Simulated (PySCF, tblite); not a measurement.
# C3H10N2OSi2: geometry, infrared bands and NMR shifts

Wanted: the infrared bands and NMR shifts of C3H10N2OSi2 (`[H]/N=C\CC(=O)[Si@@H](N)[SiH3]`), by calculation.

The runs use tblite 0.8.0 and PySCF 2.14.0, with density-fitted response routines of our own; the level of theory stands in each step. All values are computed, except where a source is named. Atoms count from 0, in the outputs and in this text.

### 1 Starting geometry

18 atoms, charge 0, multiplicity 1; geometry from: force field or distance geometry start.

Bonds of the start (Å): N0–C1 1.29, C1–C2 1.48, C2–C3 1.50, C3–O4 1.24, C3–Si5 1.90, Si5–N6 1.71, Si5–Si7 2.34, N0–H8 1.03, C1–H9 1.11, C2–H10 1.10, C2–H11 1.09, Si5–H12 1.47, N6–H13 1.02, N6–H14 1.02, Si7–H15 1.49, Si7–H16 1.49, Si7–H17 1.49.

### 2 Optimising the geometry with GFN2-xTB

What the job is given:

```
{"job": {"kind": "relax", "xc": "GFN2-xTB", "basis": "xTB"}, "charge": 0, "multiplicity": 1}
N      2.991500     0.954600     0.305100
C      2.530600    -0.146200    -0.193100
C      1.370000    -0.228700    -1.108400
C      0.225700    -0.994100    -0.514900
O      0.312000    -2.169100    -0.128600
Si    -1.462000    -0.164800    -0.279300
N     -2.719600    -1.288600     0.014600
Si    -1.148300     1.395900     1.433100
H      2.460400     1.770600    -0.018600
H      3.022300    -1.101200     0.096200
H      1.043200     0.780400    -1.401700
H      1.671800    -0.750900    -2.019700
H     -1.845000     0.536700    -1.518900
H     -2.827500    -1.881400    -0.808700
H     -2.409000    -1.929000     0.746800
H     -0.816200     0.713500     2.719600
H     -0.032000     2.294200     1.041700
H     -2.376500     2.214400     1.623000
```

The run is started by

```console
> OMP_NUM_THREADS=1 python probes_run.py task.json out
```

The driver reads the jobs from task.json and runs them one after another.

**Question.** This job is followed by: GFN2-xTB harmonic vibrations, gas phase; GIAO PBE0/pcSseg-1 NMR shielding, non-relativistic, gas phase. Predict these results of the whole session: strongest single infrared mode (GFN2-xTB); zero-point energy (GFN2-xTB); 13C shifts against TMS (PBE0/pcSseg-1); 1H shifts against TMS (PBE0/pcSseg-1, means over atoms taken as alike); 15N shifts against NH3 (PBE0/pcSseg-1); 17O shifts against H2O (PBE0/pcSseg-1); 29Si shifts against TMS (PBE0/pcSseg-1).

The runs gave:

| quantity | value |
| --- | --- |
| strongest single infrared mode (GFN2-xTB) | 1698 cm⁻¹, 465 km/mol |
| zero-point energy (GFN2-xTB) | 78.0 kcal/mol |
| 13C shifts against TMS (PBE0/pcSseg-1) | 243.2, 169.4, 69.2 ppm |
| 1H shifts against TMS (PBE0/pcSseg-1, means over atoms taken as alike) | 10.96, 7.54, 5.43, 3.72, 3.70, 3.34, 0.13 ppm |
| 15N shifts against NH3 (PBE0/pcSseg-1) | 377.4, -4.8 ppm |
| 17O shifts against H2O (PBE0/pcSseg-1) | 828.9 ppm |
| 29Si shifts against TMS (PBE0/pcSseg-1) | -49.2, -117.3 ppm |

Over 155 steps the energy fell by 0.371 eV; of the close pairs, N0–C1 changed most, 1.293 to 1.252 Å. No mode is imaginary among the 48: a minimum at this level. The strongest single mode, at 1698 cm⁻¹, is spread over several atoms, C3, O4, C1, N0 among them. Unscaled tight-binding wavenumbers are off by several per cent, some by more. Its intensities can rank the bands wrongly. At PBE0/pcSseg-1: Shielding is most anisotropic at O4 (span 1751 ppm, paramagnetic term -894 ppm).
